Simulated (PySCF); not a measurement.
# C₂₀H₁₁BO: electronic excitations, NMR shifts, part 1 of 2

Aim: compute the electronic excitations, NMR shifts of C₂₀H₁₁BO (`B1C=c2ccc3ccc4ccc5cccc6c(c2c3c4c56)O1`).

Computed with PySCF 2.14.0 and routines of our own; the level stands in each step. Atoms count from 0.

### 1 The starting structure

33 atoms, charge 0, multiplicity 1; geometry from: GFN2-xTB.

### 2 Electronic excitations: TDA X3LYP/def2-SVP

The job: settings as JSON, then the geometry in Å.

```
{"job": {"kind": "uv", "basis": "def2-SVP", "grid": 1, "kgrid": 1, "vcut": 0.6, "nstates": 10, "ntriplets": 0, "tda": true, "delta": ["ip_vertical"], "pop": false, "xc": "X3LYP"}, "charge": 0, "multiplicity": 1}
B     -2.211562     3.300443     0.519373
C     -3.225193     2.174679     0.561301
C     -2.770093     0.878873     0.449270
C     -3.637089    -0.264387     0.477452
C     -3.160143    -1.522020     0.365285
C     -1.762553    -1.780220     0.211755
C     -1.257955    -3.085454     0.093530
C      0.085375    -3.314655    -0.053390
C      0.998911    -2.248469    -0.089987
C      2.397475    -2.455581    -0.241160
C      3.261676    -1.412599    -0.274063
C      2.804726    -0.068556    -0.158884
C      3.681134     1.020146    -0.190986
C      3.204568     2.311003    -0.077108
C      1.849137     2.552232     0.071913
C      0.940775     1.494792     0.109322
C     -0.473978     1.713932     0.262941
C     -1.359437     0.640284     0.296144
C     -0.869941    -0.692599     0.178235
C      0.516234    -0.925507     0.027006
C      1.417068     0.167039    -0.007060
O     -0.893304     2.969225     0.370584
H     -2.429790     4.448464     0.601932
H     -4.290915     2.323147     0.674796
H     -4.696781    -0.086071     0.592936
H     -3.831413    -2.369857     0.389470
H     -1.949376    -3.916068     0.120072
H      0.459634    -4.324976    -0.143290
H      2.755811    -3.471334    -0.329483
H      4.322891    -1.579771    -0.389195
H      4.740157     0.838838    -0.306468
H      3.894514     3.141819    -0.104034
H      1.479273     3.562300     0.160729
```

With the program's defaults for keys left out, this is: TDA X3LYP/def2-SVP, vertical, gas phase, core orbitals frozen in the response, virtual orbitals cut by energy.

Launch:

```console
> OMP_NUM_THREADS=1 python large_run.py task.json out
```

This one command runs all jobs of the session in turn.

What it wrote:

```text
start: PBE on a coarse grid of 28936 points
cycle   1  E = -866.8696151582  dE =  3.864e+00  |g| = 8.297e-01  |ddm| = 9.185e+00
cycle   2  E = -866.5586704241  dE =  3.109e-01  |g| = 1.408e+00  |ddm| = 3.213e+00
cycle   3  E = -867.0004901003  dE = -4.418e-01  |g| = 4.272e-01  |ddm| = 2.312e+00
cycle   4  E = -867.0492011083  dE = -4.871e-02  |g| = 1.513e-01  |ddm| = 7.949e-01
cycle   5  E = -867.0547148374  dE = -5.514e-03  |g| = 8.964e-02  |ddm| = 3.186e-01
cycle   6  E = -867.0567391563  dE = -2.024e-03  |g| = 2.507e-02  |ddm| = 1.359e-01
cycle   7  E = -867.0568667898  dE = -1.276e-04  |g| = 1.429e-02  |ddm| = 5.321e-02
cycle   8  E = -867.0569261517  dE = -5.936e-05  |g| = 3.824e-03  |ddm| = 2.286e-02
final grid: 127924 points
cycle   9  E = -867.9175325725  dE = -7.530e-03  |g| = 7.064e-02  |ddm| = 5.556e-01
cycle  10  E = -867.9157769950  dE =  1.756e-03  |g| = 1.198e-01  |ddm| = 2.227e-01
cycle  11  E = -867.9185115461  dE = -2.735e-03  |g| = 1.098e-02  |ddm| = 1.414e-01
cycle  12  E = -867.9185379885  dE = -2.644e-05  |g| = 4.593e-03  |ddm| = 2.009e-02
cycle  13  E = -867.9185434294  dE = -5.441e-06  |g| = 1.949e-03  |ddm| = 8.749e-03
cycle  14  E = -867.9185462298  dE = -2.800e-06  |g| = 4.560e-04  |ddm| = 3.426e-03
cycle  15  E = -867.9185448044  dE =  1.425e-06  |g| = 1.794e-04  |ddm| = 9.201e-04
cycle  16  E = -867.9185450232  dE = -2.188e-07  |g| = 6.356e-05  |ddm| = 4.584e-04
converged SCF energy = -867.9185450232
Vertical ionisation energy (delta-SCF) = 6.8610 eV   <S^2> = 0.781

Static polarisability (au): isotropic 246.312, principal 81.762 307.432 349.742

Singlet excitations
state   eV       nm        f      main configurations
  1   3.1541    393.1   0.41623   H->L 0.88
  2   3.4362    360.8   0.01220   H-1->L 0.52, H->L+1 0.43
  3   3.9518    313.7   0.00376   H-2->L 0.70, H->L+2 0.11, H-3->L 0.09
  4   4.1709    297.3   0.01647   H-3->L 0.40, H->L+3 0.31, H->L+2 0.20
  5   4.2308    293.1   0.13222   H->L+3 0.43, H->L+1 0.16, H-3->L 0.10
  6   4.4010    281.7   0.20753   H->L+2 0.36, H-1->L 0.21, H->L+1 0.18
  7   4.5741    271.1   0.20264   H-3->L 0.20, H-4->L 0.19, H->L+4 0.14
  8   4.7114    263.2   0.04615   H->L+4 0.43, H-4->L 0.20, H-1->L+1 0.13
  9   4.8868    253.7   0.00002   H-5->L 0.97
 10   4.9628    249.8   0.09638   H-2->L+1 0.35, H-1->L+2 0.26, H-1->L+1 0.15
```

Wall time 99 s (1 thread of Arm Neoverse V1, shared host); peak memory 0.62 GiB.

The orbitals next to the gap, with their largest atomic shares:

| orbital | eV | atoms |
| --- | --- | --- |
| HOMO−4 | -7.85 | C7 13 %, C14 10 %, C8 10 % |
| HOMO−3 | -7.35 | C4 15 %, C12 14 %, C15 14 % |
| HOMO−2 | -7.00 | C10 14 %, C9 14 %, C19 13 % |
| HOMO−1 | -6.58 | C6 19 %, C13 11 %, C11 9 % |
| HOMO | -5.49 | C1 17 %, C5 9 %, C3 8 % |
| LUMO | -2.39 | C1 12 %, C12 9 %, C16 9 % |
| LUMO+1 | -1.18 | C6 14 %, C7 12 %, C11 8 % |
| LUMO+2 | -0.59 | C10 14 %, C19 13 %, C16 9 % |
| LUMO+3 | -0.56 | C17 17 %, C20 13 %, C4 10 % |

With each of the 10 states as a Gaussian band of 0.4 eV half-width at 1/e, the curve within the window shown has maxima at 393 nm (ε 17,000), 278 nm (ε 22,000) L/(mol cm). Beyond the last state computed it falls off for lack of states. The curve at chosen wavelengths:

```csv
nm,ε (L/mol/cm)
236,3015
246,7355
256,13238
266,19022
276,22041
286,20791
296,16334
306,11052
316,6882
326,4706
336,4630
346,6337
356,9219
365,12144
375,14978
385,16740
395,17133
405,16239
415,14402
425,12063
435,9619
445,7354
455,5423
465,3877
475,2701
485,1841
```

Ground-state properties from the same run:

| property | computed |
| --- | --- |
| dipole moment (D) | 2.83 |
| polarisability (Å³) | 36.50 |
| HOMO–LUMO gap (eV) | 3.11 |
| −ε(HOMO) (eV) | 5.49 |

### 3 NMR shifts: GIAO revPBE/pcSseg-1

The job, as its differences from that of step 2:

```diff
@@ -1,2 +1,2 @@
-{"job": {"kind": "uv", "basis": "def2-SVP", "grid": 1, "kgrid": 1, "vcut": 0.6, "nstates": 10, "ntriplets": 0, "tda": true, "delta": ["ip_vertical"], "pop": false, "xc": "X3LYP"}, "charge": 0, "multiplicity": 1}
+{"job": {"kind": "nmr", "basis": "pcSseg-1", "pop": false, "xc": "revPBE", "scf": {"conv": 1e-13, "max_cycle": 51}}, "charge": 0, "multiplicity": 1}
 B     -2.211562     3.300443     0.519373
```

With the program's defaults for keys left out, this is: GIAO revPBE/pcSseg-1 NMR shielding, non-relativistic, gas phase.

What it wrote:

```text
final grid: 271517 points
cycle   1  E = -868.4164363822  dE =  4.069e+00  |g| = 8.578e-01  |ddm| = 7.539e+00
cycle   2  E = -868.0943314195  dE =  3.221e-01  |g| = 1.454e+00  |ddm| = 3.138e+00
cycle   3  E = -868.5463091586  dE = -4.520e-01  |g| = 4.359e-01  |ddm| = 2.178e+00
cycle   4  E = -868.5953761923  dE = -4.907e-02  |g| = 1.515e-01  |ddm| = 8.747e-01
cycle   5  E = -868.6007756177  dE = -5.399e-03  |g| = 8.901e-02  |ddm| = 3.124e-01
cycle   6  E = -868.6027314172  dE = -1.956e-03  |g| = 2.473e-02  |ddm| = 1.267e-01
cycle   7  E = -868.6028423004  dE = -1.109e-04  |g| = 1.508e-02  |ddm| = 5.209e-02
cycle   8  E = -868.6029081152  dE = -6.581e-05  |g| = 3.869e-03  |ddm| = 2.256e-02
cycle   9  E = -868.6029126533  dE = -4.538e-06  |g| = 1.041e-03  |ddm| = 6.709e-03
cycle  10  E = -868.6029120025  dE =  6.508e-07  |g| = 5.370e-04  |ddm| = 1.968e-03
[... 31 cycles left out ...]
cycle  42  E = -868.6029115819  dE =  7.654e-07  |g| = 3.288e-06  |ddm| = 3.960e-05
cycle  43  E = -868.6029116533  dE = -7.134e-08  |g| = 3.153e-06  |ddm| = 2.871e-05
cycle  44  E = -868.6029114933  dE =  1.599e-07  |g| = 3.427e-06  |ddm| = 3.706e-05
cycle  45  E = -868.6029116748  dE = -1.815e-07  |g| = 3.509e-06  |ddm| = 5.795e-05
cycle  46  E = -868.6029125867  dE = -9.119e-07  |g| = 2.800e-06  |ddm| = 3.514e-05
cycle  47  E = -868.6029117884  dE =  7.982e-07  |g| = 2.876e-06  |ddm| = 4.040e-05
cycle  48  E = -868.6029119351  dE = -1.467e-07  |g| = 3.055e-06  |ddm| = 4.788e-05
cycle  49  E = -868.6029116948  dE =  2.404e-07  |g| = 3.299e-06  |ddm| = 4.665e-05
cycle  50  E = -868.6029118494  dE = -1.546e-07  |g| = 2.925e-06  |ddm| = 3.281e-05
cycle  51  E = -868.6029118252  dE =  2.423e-08  |g| = 3.169e-06  |ddm| = 4.316e-05
SCF not converged, last energy = -868.6029118252
```

It took 2 min on 1 thread of Arm Neoverse V1, shared host; peak memory 0.69 GiB.

**What went wrong.** A threshold of 1e-13 Eh lies at the limit of double precision; the density is in effect converged (gradient 3.2e-06), but the test can't be met. Cure: loosen the threshold to one above the noise that the last cycles show. Numbers printed on the way are no properties of the molecule.

### 4 NMR shifts: GIAO OLYP/LANL2DZ

The job, as its differences from that of step 3:

```diff
@@ -1,2 +1,2 @@
-{"job": {"kind": "nmr", "basis": "pcSseg-1", "pop": false, "xc": "revPBE", "scf": {"conv": 1e-13, "max_cycle": 51}}, "charge": 0, "multiplicity": 1}
+{"job": {"kind": "nmr", "basis": "LANL2DZ", "pop": false, "xc": "OLYP"}, "charge": 0, "multiplicity": 1}
 B     -2.211562     3.300443     0.519373
```

Level: GIAO OLYP/LANL2DZ NMR shielding, non-relativistic, gas phase.

What it wrote:

```text
start: PBE on a coarse grid of 28936 points
cycle   1  E = -867.6216203818  dE =  4.317e+00  |g| = 7.775e-01  |ddm| = 1.415e+01
cycle   2  E = -867.2666430030  dE =  3.550e-01  |g| = 1.431e+00  |ddm| = 5.703e+00
cycle   3  E = -867.7550022344  dE = -4.884e-01  |g| = 3.507e-01  |ddm| = 4.469e+00
cycle   4  E = -867.7901260666  dE = -3.512e-02  |g| = 1.135e-01  |ddm| = 1.246e+00
cycle   5  E = -867.7932552024  dE = -3.129e-03  |g| = 7.535e-02  |ddm| = 4.514e-01
cycle   6  E = -867.7948176839  dE = -1.562e-03  |g| = 2.136e-02  |ddm| = 1.551e-01
cycle   7  E = -867.7949406133  dE = -1.229e-04  |g| = 8.050e-03  |ddm| = 7.877e-02
final grid: 271517 points
cycle   8  E = -868.5182481419  dE = -1.955e-03  |g| = 6.622e-02  |ddm| = 1.133e+00
cycle   9  E = -868.5118493801  dE =  6.399e-03  |g| = 1.732e-01  |ddm| = 4.291e-01
cycle  10  E = -868.5191220758  dE = -7.273e-03  |g| = 1.940e-02  |ddm| = 3.187e-01
cycle  11  E = -868.5192522544  dE = -1.302e-04  |g| = 6.538e-03  |ddm| = 5.580e-02
cycle  12  E = -868.5192641218  dE = -1.187e-05  |g| = 2.251e-03  |ddm| = 2.025e-02
cycle  13  E = -868.5192651643  dE = -1.043e-06  |g| = 8.513e-04  |ddm| = 8.701e-03
cycle  14  E = -868.5192665992  dE = -1.435e-06  |g| = 1.761e-04  |ddm| = 2.185e-03
cycle  15  E = -868.5192658240  dE =  7.752e-07  |g| = 1.135e-04  |ddm| = 2.767e-03
cycle  16  E = -868.5192671792  dE = -1.355e-06  |g| = 3.212e-05  |ddm| = 1.154e-03
converged SCF energy = -868.5192671792

GIAO shielding tensors (ppm)
atom      isotropic    diamagn.    paramagn.     s11        s22        s33       span
  0 B       74.216     217.133    -142.917     29.651     80.447    112.551     82.900
  1 C       70.002     254.716    -184.714    -28.861     59.608    179.257    208.118
  2 C       58.896     263.334    -204.439    -38.039     14.146    200.580    238.619
  3 C       66.331     265.353    -199.021    -15.144     64.295    149.842    164.987
  4 C       64.482     272.083    -207.601    -24.175     58.568    159.052    183.226
  5 C       74.058     260.543    -186.485      1.577     19.699    200.899    199.321
  6 C       70.055     270.189    -200.134    -16.952     59.010    168.109    185.061
  7 C       71.423     271.257    -199.834    -14.828     61.559    167.539    182.367
  8 C       70.696     260.896    -190.201      0.518     11.959    199.610    199.091
  9 C       69.090     271.695    -202.605    -17.721     62.589    162.402    180.123
 10 C       68.511     270.187    -201.677    -18.441     61.876    162.097    180.538
 11 C       70.292     258.116    -187.824     -3.099     13.552    200.422    203.521
 12 C       69.219     274.582    -205.363    -17.159     55.565    169.250    186.409
 13 C       70.423     259.030    -188.607    -24.061     56.230    179.100    203.162
 14 C       76.842     291.322    -214.480    -15.829     47.392    198.963    214.792
 15 C       70.796     257.540    -186.744     -1.753     34.224    179.917    181.670
 16 C       45.903     277.408    -231.505    -17.330     24.625    130.415    147.745
 17 C       80.688     269.448    -188.760     11.312     39.928    190.824    179.512
 18 C       74.428     266.740    -192.312      8.183     20.935    194.168    185.985
 19 C       78.317     274.190    -195.873     12.884     18.072    203.994    191.110
 20 C       74.584     265.376    -190.792     11.458     13.770    198.524    187.066
 21 O       75.473     378.559    -303.086   -133.256    -41.390    401.065    534.321
 22 H       26.037      30.073      -4.036     22.218     27.338     28.554      6.336
 23 H       25.194      26.525      -1.332     22.483     24.185     28.913      6.431
 24 H       25.275      26.773      -1.498     20.936     26.428     28.460      7.524
 25 H       24.923      27.244      -2.321     20.097     26.275     28.398      8.300
 26 H       24.790      28.047      -3.257     19.343     26.654     28.371      9.028
 27 H       24.700      28.389      -3.689     18.966     26.716     28.419      9.452
 28 H       24.779      27.969      -3.190     19.285     26.609     28.444      9.158
 29 H       24.787      27.211      -2.424     19.410     26.546     28.403      8.993
 30 H       24.720      27.499      -2.779     19.546     26.282     28.330      8.784
 31 H       24.629      28.981      -4.351     19.728     26.907     27.254      7.526
 32 H       23.058      37.287     -14.230     15.129     25.096     28.948     13.819
```

Wall time 40 s (1 thread of Arm Neoverse V1, shared host); peak memory 0.63 GiB.

No reference compound was run at this level, so shieldings alone are listed.

| atoms | environment | σ (ppm) |
| --- | --- | --- |
| C16 | aromatic carbon bearing oxygen | 45.9 |
| C2 | substituted aromatic carbon | 58.9 |
| C4 | aromatic CH | 64.5 |
| C3 | aromatic CH | 66.3 |
| C10 | aromatic CH | 68.5 |
| C9 | aromatic CH | 69.1 |
| C12 | aromatic CH | 69.2 |
| C1 | carbon bonded to C, B, H, in a 6-membered ring | 70.0 |
| C6 | aromatic CH | 70.1 |
| C11 | ring-fusion aromatic carbon | 70.3 |
| C13 | aromatic CH | 70.4 |
| C8 | ring-fusion aromatic carbon | 70.7 |
| C15 | ring-fusion aromatic carbon | 70.8 |
| C7 | aromatic CH | 71.4 |
| C5 | ring-fusion aromatic carbon | 74.1 |
| C18 | ring-fusion aromatic carbon | 74.4 |
| C20 | ring-fusion aromatic carbon | 74.6 |
| C14 | aromatic CH | 76.8 |
| C19 | ring-fusion aromatic carbon | 78.3 |
| C17 | ring-fusion aromatic carbon | 80.7 |
| H32 | hydrogen on an aromatic CH | 23.06 |
| H31 | hydrogen on an aromatic CH | 24.63 |
| H27 | hydrogen on an aromatic CH | 24.70 |
| H30 | hydrogen on an aromatic CH | 24.72 |
| H28 | hydrogen on an aromatic CH | 24.78 |
| H29 | hydrogen on an aromatic CH | 24.79 |
| H26 | hydrogen on an aromatic CH | 24.79 |
| H25 | hydrogen on an aromatic CH | 24.92 |
| H23 | hydrogen on a carbon bonded to C, B, in a 6-membered ring | 25.19 |
| H24 | hydrogen on an aromatic CH | 25.27 |
| H22 | hydrogen on a boron bonded to C, O, in a 6-membered ring | 26.04 |
| B0 | boron bonded to C, O, H, in a 6-membered ring | 74.2 |
| O21 | oxygen bonded to C, B, in a 6-membered ring | 75.5 |

Ring of atoms B0, C1, C2, C16, C17, O21: NICS(0) -3.9, NICS(1) -6.7, NICS(1)zz -15.1 ppm (means of both faces).

Ring of atoms C2, C3, C4, C5, C17, C18: NICS(0) 0.7, NICS(1) -3.0, NICS(1)zz -3.0 ppm (means of both faces).

Ring of atoms C5, C6, C7, C8, C18, C19: NICS(0) -8.6, NICS(1) -10.9, NICS(1)zz -27.2 ppm (means of both faces).

(Continued in part 2 of 2.)
